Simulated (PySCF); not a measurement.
# Ge2H9NSi: the cost of one run

Programs: PySCF 2.14.0, with density-fitted response routines of our own. Each step states its level of theory. These are calculated values for one molecule in the gas phase, unless marked as measured. Atoms are numbered from 0 throughout.

### Step 1. The molecule as given

13 atoms, charge 0, multiplicity 1; geometry from: GFN2-xTB. The atoms were then displaced at random by about 0.01 Å, so the start is not that level's minimum.

Bonds of the start (Å): N0–Si1 1.70, Si1–Ge2 2.33, Ge2–Ge3 2.42, N0–H4 1.02, N0–H5 1.04, Si1–H6 1.46, Si1–H7 1.45, Ge2–H8 1.50, Ge2–H9 1.53, Ge3–H10 1.52, Ge3–H11 1.48, Ge3–H12 1.52.

### Step 2. Optimising the geometry at PBE0-D3(BJ)/def2-SVP

Job settings and geometry (Å):

```
{"job": {"xc": "PBE0", "basis": "def2-SVP", "d3": "d3bj", "grid": 1, "shake": 0.01, "kind": "geom"}, "charge": 0, "multiplicity": 1}
N     -1.868350     0.930590    -0.229860
Si    -1.679750    -0.754470    -0.199330
Ge     0.613830    -1.061110    -0.474570
Ge     2.136670     0.742670     0.067180
H     -1.381760     1.499710    -0.918250
H     -2.812280     1.349440    -0.103800
H     -2.404200    -1.513990    -1.217550
H     -2.139740    -1.163830     1.114360
H      1.010700    -1.477040    -1.855200
H      1.135490    -2.265540     0.312390
H      1.848090     1.352210     1.427950
H      3.577600     0.419840     0.082450
H      1.969530     1.924620    -0.877340
```

On the command line:

```console
$ OMP_NUM_THREADS=1 python probes_run.py task.json out
```

One launch serves the whole session: the jobs run in the order shown.

**Question.** How long does this first job take on 1 thread of Arm Neoverse V2, shared host, and how much memory does it need?

About 2.2 min, with a peak of 0.59 GiB.
